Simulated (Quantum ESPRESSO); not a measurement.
# FSiH3 in Quantum ESPRESSO: real-space fields with PBE

Aim: the real-space fields of FSiH3 with PBE.

All numbers are computed with Quantum ESPRESSO 7.5; they aren't measurements. Logs are shortened: lines on timing, memory, paths and dates and some standing lists are left out, and cuts for length are marked.

## Step 1: The structure

The cell holds a molecule in a box, 5 atoms: a = 12.000 Å, b = 12.000 Å, c = 12.000 Å, α = 90.00°, β = 90.00°, γ = 90.00°.

## Step 2: Real-space fields, PBE

Input file pw.in:

```
&CONTROL
  calculation = 'scf'
  prefix = 'pwscf'
  outdir = './tmp'
  pseudo_dir = './pseudo'
  tprnfor = .true.
  disk_io = 'low'
/
&SYSTEM
  ibrav = 0
  celldm(1) = 8
  nat = 5
  ntyp = 3
  ecutwfc = 84
  nbnd = 13
  occupations = 'smearing'
  smearing = 'fd'
  degauss = 0.00367493
/
&ELECTRONS
  conv_thr = 1d-09
  electron_maxstep = 120
  mixing_beta = 0.5
/
ATOMIC_SPECIES
F     18.9984 F.upf
Si    28.0850 Si.upf
H      1.0080 H.upf
CELL_PARAMETERS alat
  2.8345891869387   0.0000000000000   0.0000000000000
  0.0000000000000   2.8345891869387   0.0000000000000
  0.0000000000000   0.0000000000000   2.8345891869387
ATOMIC_POSITIONS crystal
F      0.4112875000    0.5163375000    0.5987375000
Si     0.5211125000    0.5011625000    0.5246791700
H      0.4868541700    0.4867208300    0.4069291700
H      0.5815541700    0.4012791700    0.5648708300
H      0.5908791700    0.6022208300    0.5375208300
K_POINTS gamma
```

Input file pp_density.in:

```
&INPUTPP
  prefix = 'pwscf'
  outdir = './tmp'
  filplot = 'density.dat'
  plot_num = 0
/
&PLOT
  nfile = 1
  filepp(1) = 'density.dat'
  iflag = 3
  output_format = 6
  fileout = 'density.cube'
/
```

Input file pp_potential.in:

```
&INPUTPP
  prefix = 'pwscf'
  outdir = './tmp'
  filplot = 'potential.dat'
  plot_num = 11
/
&PLOT
  nfile = 1
  filepp(1) = 'potential.dat'
  iflag = 3
  output_format = 6
  fileout = 'potential.cube'
/
```

Input file pp_elf.in:

```
&INPUTPP
  prefix = 'pwscf'
  outdir = './tmp'
  filplot = 'elf.dat'
  plot_num = 8
/
&PLOT
  nfile = 1
  filepp(1) = 'elf.dat'
  iflag = 3
  output_format = 6
  fileout = 'elf.cube'
/
```

Input file pp_potential_ks.in:

```
&INPUTPP
  prefix = 'pwscf'
  outdir = './tmp'
  filplot = 'potential_ks.dat'
  plot_num = 1
/
&PLOT
  nfile = 1
  filepp(1) = 'potential_ks.dat'
  iflag = 3
  output_format = 6
  fileout = 'potential_ks.cube'
/
```

Potentials or basis: PseudoDojo 0.4.1 SR PBE standard.

Started as:

```
> OMP_NUM_THREADS=1 pw.x -in pw.in > pw.out
> OMP_NUM_THREADS=1 pp.x -in pp_density.in > pp_density.out
> OMP_NUM_THREADS=1 pp.x -in pp_potential.in > pp_potential.out
> OMP_NUM_THREADS=1 pp.x -in pp_elf.in > pp_elf.out
> OMP_NUM_THREADS=1 pp.x -in pp_potential_ks.in > pp_potential_ks.out
```

pw.out:

```text
This program is part of the open-source Quantum ESPRESSO suite
     for quantum simulation of materials; please cite
         "P. Giannozzi et al., J. Phys.:Condens. Matter 21 395502 (2009);
         "P. Giannozzi et al., J. Phys.:Condens. Matter 29 465901 (2017);
         "P. Giannozzi et al., J. Chem. Phys. 152 154105 (2020);
     in publications or presentations arising from this work. More details at

     gamma-point specific algorithms are used

     G-vector sticks info
     --------------------
     sticks:   dense  smooth     PW     G-vecs:    dense   smooth      PW
     Sum       13753   13753   3433              1212941  1212941  151635

     Using Slab Decomposition

     bravais-lattice index     =            0
     lattice parameter (alat)  =       8.0000  a.u.
     unit-cell volume          =   11661.1220 (a.u.)^3
     number of atoms/cell      =            5
     number of atomic types    =            3
     number of electrons       =        14.00
     number of Kohn-Sham states=           13
     kinetic-energy cutoff     =      84.0000  Ry
     charge density cutoff     =     336.0000  Ry
     scf convergence threshold =      1.0E-09
     mixing beta               =       0.5000
     number of iterations used =            8  plain     mixing
     Exchange-correlation= PBE
                           (   1   4   3   4   0   0   0)

     celldm(1)=   8.000000  celldm(2)=   0.000000  celldm(3)=   0.000000
     celldm(4)=   0.000000  celldm(5)=   0.000000  celldm(6)=   0.000000

     crystal axes: (cart. coord. in units of alat)
               a(1) = (   2.834589   0.000000   0.000000 )
               a(2) = (   0.000000   2.834589   0.000000 )
               a(3) = (   0.000000   0.000000   2.834589 )

     reciprocal axes: (cart. coord. in units 2 pi/alat)
               b(1) = (  0.352785  0.000000  0.000000 )
               b(2) = (  0.000000  0.352785  0.000000 )
               b(3) = (  0.000000  0.000000  0.352785 )

     PseudoPot. # 1 for F  read from file:
     F.upf
     Pseudo is Norm-conserving + core correction, Zval =  7.0
     Generated using ONCVPSP code by D. R. Hamann
     Using radial grid of  832 points,  5 beta functions with:
                l(1) =   0
                l(2) =   0
                l(3) =   1
                l(4) =   1
                l(5) =   2

     PseudoPot. # 2 for Si read from file:
     Si.upf
     Pseudo is Norm-conserving + core correction, Zval =  4.0
     Generated using ONCVPSP code by D. R. Hamann
     Using radial grid of 1510 points,  6 beta functions with:
                l(1) =   0
                l(2) =   0
                l(3) =   1
                l(4) =   1
                l(5) =   2
                l(6) =   2

     PseudoPot. # 3 for H  read from file:
     H.upf
     Pseudo is Norm-conserving, Zval =  1.0
     Generated using ONCVPSP code by D. R. Hamann
     Using radial grid of 1166 points,  3 beta functions with:
                l(1) =   0
                l(2) =   0
                l(3) =   1

     atomic species   valence    mass     pseudopotential
     F                 7.00    18.99840     F ( 1.00)
     Si                4.00    28.08500     Si( 1.00)
     H                 1.00     1.00800     H ( 1.00)

     No symmetry found

   Cartesian axes

     site n.     atom                  positions (alat units)
         1        F      tau(   1) = (   1.1658311   1.4636047   1.6971748  )
         2        Si     tau(   2) = (   1.4771399   1.4205898   1.4872499  )
         3        H      tau(   3) = (   1.3800316   1.3796536   1.1534770  )
         4        H      tau(   4) = (   1.6484672   1.1374616   1.6011767  )
         5        H      tau(   5) = (   1.6748997   1.7070487   1.5236507  )

     number of k points=     1  Fermi-Dirac smearing, width (Ry)=  0.0037
                       cart. coord. in units 2pi/alat
        k(    1) = (   0.0000000   0.0000000   0.0000000), wk =   2.0000000

     Dense  grid:   606471 G-vectors     FFT dimensions: ( 135, 135, 135)

     Initial potential from superposition of free atoms

     starting charge      13.9994, renormalised to      14.0000

     negative rho (up, down):  4.351E-05 0.000E+00
     Starting wfcs are   11 randomized atomic wfcs +    2 random wfcs

     Self-consistent Calculation

     iteration #  1     ecut=    84.00 Ry     beta= 0.50
     Davidson diagonalization with overlap
     ethr =  1.00E-02,  avg # of iterations =  5.0

     negative rho (up, down):  2.028E-05 0.000E+00

     total energy              =     -61.33753583 Ry
     estimated scf accuracy    <       0.35134598 Ry

     iteration #  2     ecut=    84.00 Ry     beta= 0.50
     Davidson diagonalization with overlap
     ethr =  2.51E-03,  avg # of iterations =  2.0

     negative rho (up, down):  9.363E-06 0.000E+00

     total energy              =     -61.36537493 Ry
     estimated scf accuracy    <       0.05412191 Ry

     iteration #  3     ecut=    84.00 Ry     beta= 0.50
     Davidson diagonalization with overlap
     ethr =  3.87E-04,  avg # of iterations =  8.0

     negative rho (up, down):  1.764E-06 0.000E+00

     total energy              =     -61.37017110 Ry
     estimated scf accuracy    <       0.00709948 Ry

     iteration #  4     ecut=    84.00 Ry     beta= 0.50
     Davidson diagonalization with overlap
     ethr =  5.07E-05,  avg # of iterations =  8.0

     negative rho (up, down):  3.589E-07 0.000E+00

     total energy              =     -61.37101831 Ry
     estimated scf accuracy    <       0.00018144 Ry

     iteration #  5     ecut=    84.00 Ry     beta= 0.50
     Davidson diagonalization with overlap
     ethr =  1.30E-06,  avg # of iterations =  8.0

     negative rho (up, down):  2.429E-08 0.000E+00

     total energy              =     -61.37105652 Ry
     estimated scf accuracy    <       0.00003604 Ry

     iteration #  6     ecut=    84.00 Ry     beta= 0.50
     Davidson diagonalization with overlap
     ethr =  2.57E-07,  avg # of iterations =  2.0

     total energy              =     -61.37105947 Ry
     estimated scf accuracy    <       0.00000202 Ry

     iteration #  7     ecut=    84.00 Ry     beta= 0.50
     Davidson diagonalization with overlap
     ethr =  1.44E-08,  avg # of iterations =  2.0

     total energy              =     -61.37106008 Ry
     estimated scf accuracy    <       0.00000034 Ry

     iteration #  8     ecut=    84.00 Ry     beta= 0.50
     Davidson diagonalization with overlap
     ethr =  2.40E-09,  avg # of iterations =  2.0

     total energy              =     -61.37106015 Ry
     estimated scf accuracy    <          8.7E-09 Ry

     iteration #  9     ecut=    84.00 Ry     beta= 0.50
     Davidson diagonalization with overlap
     ethr =  6.21E-11,  avg # of iterations =  2.0

     End of self-consistent calculation

          k = 0.0000 0.0000 0.0000 ( 75818 PWs)   bands (ev):

   -29.4822 -13.6965 -10.8792 -10.5123 -10.5122  -8.1310  -8.1307  -1.0247
    -0.3077   0.3863   0.4513   0.6569   0.7995

     the Fermi energy is    -6.5209 ev

!    total energy              =     -61.37106015 Ry
     estimated scf accuracy    <          7.1E-10 Ry
     smearing contrib. (-TS)   =      -0.00000000 Ry
     internal energy E=F+TS    =     -61.37106015 Ry

     The total energy is F=E-TS. E is the sum of the following terms:
     one-electron contribution =    -121.27292919 Ry
     hartree contribution      =      63.08615234 Ry
     xc contribution           =     -16.26752079 Ry
     ewald contribution        =      13.08323749 Ry

     convergence has been achieved in   9 iterations

     Forces acting on atoms (cartesian axes, Ry/au):

     atom    1 type  1   force =    -0.01459947    0.00201866    0.00983917
     atom    2 type  2   force =     0.01021420   -0.00142979   -0.00694674
     atom    3 type  3   force =    -0.00158869   -0.00065453   -0.00537550
     atom    4 type  3   force =     0.00277241   -0.00461596    0.00187541
     atom    5 type  3   force =     0.00320155    0.00468163    0.00060765

     Total force =     0.023781     Total SCF correction =     0.000005

=------------------------------------------------------------------------------=
   JOB DONE.
=------------------------------------------------------------------------------=
```

Run time: 2.5 min. Hardware: 1 thread of AMD EPYC (Zen 3), shared host; peak memory 0.82 GiB.

What came out:

```yaml
Free_energy: -834.9958 eV
Largest_force: 0.456 eV/Å
Gap_between_the_frontier_levels: 7.11 eV
Dipole_moment: 1.22 D
```

Forces in eV/Å, atoms in the order of the input:
```
F   -0.375  0.052  0.253
Si   0.263 -0.037 -0.179
H   -0.041 -0.017 -0.138
H    0.071 -0.119  0.048
H    0.082  0.120  0.016
```

Levels at points of the mesh, in eV from the valence-band top:
```
           k point  band 4  band 5  band 6  band 7  band 8  band 9  band 10  band 11
(0.00, 0.00, 0.00)   -2.38   -2.38    0.00    0.00    7.11    7.82     8.52     8.58
```

Caveat: this is a molecule in a periodic box, so the gap is that between its Kohn-Sham HOMO and LUMO and the box isn't a crystal. As with any semilocal functional, this PBE gap is likely too small.
